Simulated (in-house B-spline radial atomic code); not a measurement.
**Co¹⁶⁺: ionisation energy by several methods**

An exercise on one series of results from a longer session: the logs are not shown, and one member is left open.

Method: non-relativistic, several functionals, spin-polarised; spherical all-electron atom at the radial basis limit. Code: in-house B-spline radial atomic code version 1.

## The system

| Item | Value |
| --- | --- |
| element | cobalt (Z = 27) |
| charge | +16 |
| electrons | 11 |
| configuration | [Ne] 3s1 |
| nucleus | point |

The outer shells:

[Ne] 3s1
```
[Ne] core
3s [↑ ]
```

Where spins are not typed, each open shell is filled with up spins first.

Set-up of the first run:

The run's settings:

```ini
Z = 27
electrons = 11.0
configuration = [Ne] 3s1
hamiltonian = nr
method = wb97x
spin_polarised = True
```

Among the steps run: ωB97X; AM05; r2SCAN; RPBE; LDA (VWN5); fractional-occupation HF; LC-ωPBE.

One of the session's tables, all rows but one given; the rest of the session is left out.

```
                  method  ΔSCF (eV)
              LDA (VWN5)     543.30
                    AM05     542.59
                    RPBE     543.85
                  r2SCAN     541.66
                   ωB97X          ?
                 LC-ωPBE     544.16
fractional-occupation HF     541.53
```

Q: Estimate the row for ωB97X from the others.

**Answer.** ΔSCF (eV): 539.96. In the column «ΔSCF (eV)» it is the lowest.

To keep in mind: Mean absolute error by rung (exchange-only levels left out): LDA 3.28 eV, GGA 3.37 eV, meta-GGA 4.92 eV, range-separated hybrid 4.53 eV. These runs lack relativity altogether, which can outweigh the gaps between the methods, so the nearest may be so by luck.
